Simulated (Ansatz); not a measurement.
The system is HfIn4SiO6.

```
Hf In Si O
1.0
     2.71585   -4.70357    0.00833
     2.71585    4.70357    0.00833
    -1.87915    0.00000    7.40127
Hf In Si O
1 4 1 6
Direct
  0.78835 0.21165 0.00000
  0.62175 0.37825 0.50000
  0.45502 0.54498 0.00000
  0.28407 0.71593 0.50000
  0.95814 0.04186 0.50000
  0.12168 0.87832 0.00000
  0.06219 0.11415 0.86666
  0.88585 0.93781 0.13334
  0.79490 0.53784 0.86663
  0.46216 0.20510 0.13337
  0.15352 0.62879 0.13333
  0.37121 0.84648 0.86667
```

The cell was built by a generator and needn't be a form met in nature.

| Quantity | Value |
| --- | --- |
| Program | Ansatz 0.2.0 |
| Task | relaxation of cell and atoms |
| Functional | PBEsol |
| Dispersion | D3(BJ) |
| Potentials or basis | Ansatz PAW |
| Cutoff | 420 eV (not typed: the program's choice for these potentials) |
| k mesh | 4 × 4 × 3 |
| Occupations | fermi-dirac, width 0.05 eV |
| Spin | no spin polarisation |

At the start: volume 15.77 Å³/atom.

Q: How do energy, volume and symmetry change on relaxing?

A: It ends after 9 steps and the volume is 14.60 Å³/atom (-7.4 %); space group C2 (No. 5, to 0.05 Å).

The path:
```
step  energy change (eV)  largest force (eV/Å)  volume (Å³)
   1              0.0000                0.1889       189.24
   2             -0.2469                0.5396       170.50
   3             -0.3163                0.1684       176.87
   4             -0.3242                0.0774       176.20
   5             -0.3275                0.0295       175.68
   6             -0.3276                0.0059       175.68
   7             -0.2997                0.0061       175.68
   8             -0.3019                0.0019       175.15
   9             -0.3001                0.0018       175.15
```

Final structure:
```
Hf In Si O
1.0
     2.66666   -4.61752    0.00817
     2.66666    4.61752    0.00817
    -1.84464    0.00000    7.10648
Hf In Si O
1 4 1 6
Direct
  0.78825 0.21175 0.00000
  0.62096 0.37904 0.50000
  0.45490 0.54510 0.00000
  0.28558 0.71442 0.50000
  0.95793 0.04207 0.50000
  0.12158 0.87842 0.00000
  0.06032 0.11166 0.86153
  0.88834 0.93968 0.13847
  0.79360 0.53652 0.86154
  0.46348 0.20640 0.13846
  0.15511 0.63121 0.13832
  0.36879 0.84489 0.86168
```

Caveat: the plane-wave basis is chosen anew once the cell has moved, so the energies of steps on either side of that aren't comparable; the pressure holds a Pulay correction of +0.5 GPa for the finite cutoff; pairwise dispersion overbinds metals, which lowers pressure and volume; the PAW data sets come from PBE, with cores solved anew for the run's functional, which leaves a small shift of forces and pressure.
